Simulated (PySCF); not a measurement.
# C15H24O2 (BHA): the cost of one run

Computed with PySCF 2.14.0 and routines of our own; the level stands in each step. Atoms count from 0.

## 1. The system as given

41 atoms, charge 0, multiplicity 1; geometry from: GFN2-xTB.

## 2. NMR shifts: GIAO KT3/pcSseg-1

Job settings and geometry (Å):

```
{"job": {"kind": "nmr", "xc": "KT3", "basis": "pcSseg-1", "pop": false}, "charge": 0, "multiplicity": 1}
C      1.302589     4.093293     0.868837
O      0.072541     3.423079     0.771124
C      0.083114     2.084320     0.473312
C     -1.164451     1.484973     0.370102
C     -1.302934     0.134489     0.092609
C     -2.700660    -0.482973    -0.047608
C     -2.873053    -1.112959    -1.442199
C     -3.803576     0.578246     0.078089
C     -2.963845    -1.511232     1.073089
C     -0.130885    -0.625158    -0.062479
O     -0.184949    -1.978890    -0.271919
C      1.138232    -0.030476    -0.008776
C      2.398544    -0.854456    -0.253232
C      2.323988    -1.494486    -1.646462
C      3.676904    -0.010146    -0.208320
C      2.525248    -1.937791     0.826010
C      1.222970     1.327695     0.265909
H      1.056575     5.125521     1.114534
H      1.930732     3.674229     1.662464
H      1.851520     4.068163    -0.078875
H     -2.013446     2.126677     0.520264
H     -3.847954    -1.592645    -1.512100
H     -2.117163    -1.853271    -1.688510
H     -2.820218    -0.331993    -2.197923
H     -3.677595     1.366582    -0.659369
H     -4.770595     0.110110    -0.097629
H     -3.817624     1.014763     1.073517
H     -2.511588    -2.486876     0.901886
H     -4.035366    -1.677488     1.171002
H     -2.591695    -1.127645     2.021148
H     -1.088587    -2.276396    -0.131647
H      3.239724    -2.044001    -1.853350
H      2.203315    -0.723108    -2.404521
H      1.488990    -2.182307    -1.713910
H      4.531503    -0.652044    -0.411842
H      3.825794     0.436411     0.772190
H      3.662297     0.771028    -0.964803
H      1.676389    -2.611571     0.800411
H      2.576560    -1.479460     1.811718
H      3.431314    -2.518277     0.666027
H      2.187270     1.797561     0.324143
```

Method: GIAO KT3/pcSseg-1 NMR shielding, non-relativistic, gas phase.

Started as:

```
OMP_NUM_THREADS=1 python large_run.py task.json out
```

This one command runs all jobs of the session in turn.

Q: Estimate the wall time and peak memory of this job on 1 thread of Arm Neoverse N1, shared host.

About 99 s, with a peak of 0.59 GiB.
